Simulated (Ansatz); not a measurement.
Write a Python script for Ansatz's Python interface that makes the levels without and with spin-orbit coupling of HfO2, space group Fm-3m. Settings (first run): PBE, PAW, the default cutoff (420 eV here), 6×6×6 k-points, fixed occupations.

Contents of `hfo2.vasp`:
```text
HfO2
1.0
   0.00000000    2.55750000    2.55750000
   2.55750000    0.00000000    2.55750000
   2.55750000    2.55750000    0.00000000
Hf O
1 2
Direct
   0.00000000    0.00000000    0.00000000
   0.25000000    0.25000000    0.25000000
   0.75000000    0.75000000    0.75000000
```

`run_soc.py`:
```python
import warnings

import ansatz as az
from ase.io import read

SETTINGS = {
    "tolerance": 1e-10,
    "occupations": "Fixed",
    "kgrid": (6, 6, 6),
    "xc": "pbe",
}


def main() -> None:
    warnings.simplefilter("ignore", az.DeckWarning)

    atoms = read("hfo2.vasp", format="vasp")
    hfo2 = az.Crystal.from_ase(atoms)

    calculation = (
        hfo2.calculation()
        .scf(tolerance=SETTINGS["tolerance"])
        .occupations(SETTINGS["occupations"])
        .kpoints(*SETTINGS["kgrid"], center="gamma")
        .functional(SETTINGS["xc"])
        .band_table()
    )
    for label, variant in (("scalar-relativistic", calculation), ("spin-orbit", calculation.spin(soc=True))):
        report = variant.run().report
        zero = report["band_edges_ev"][0] if report.get("band_edges_ev") else report["fermi_energy_ev"]
        near = [round(e - zero, 3) for e in report["eigenvalues_ev"][0] if abs(e - zero) < 2]
        print(label)
        print("  band edges (eV):", [round(e, 3) for e in report.get("band_edges_ev") or []] or "none reported")
        print("  levels at k =", report["kpoints_frac"][0], "within 2 eV of the zero:", near)


if __name__ == "__main__":
    main()
```

```console
$ python run_soc.py
scalar-relativistic
  band edges (eV): [15.525, 19.245]
  levels at k = [0.0, 0.0, 0.0] within 2 eV of the zero: [-0.606, -0.606, -0.606]
spin-orbit
  band edges (eV): [15.525, 19.249]
  levels at k = [0.0, 0.0, 0.0] within 2 eV of the zero: [-0.711, -0.711, -0.559, -0.559, -0.559, -0.559]
```

Notes:
- This is a high-temperature or high-pressure form, not the ambient phase.
- The structure is a deposited one; some such entries were measured under pressure or heat, so a shift against it needn't be the functional's error alone.
- Levels are Kohn-Sham eigenvalues on this mesh.
- With spin-orbit coupling each level holds one electron and, with inversion or at time-reversal points, comes in pairs; a window in energy can cut a split set.
- Timing: 7 s on 1 thread of Arm Neoverse V1, with other jobs on the host, peak memory 0.54 GiB.
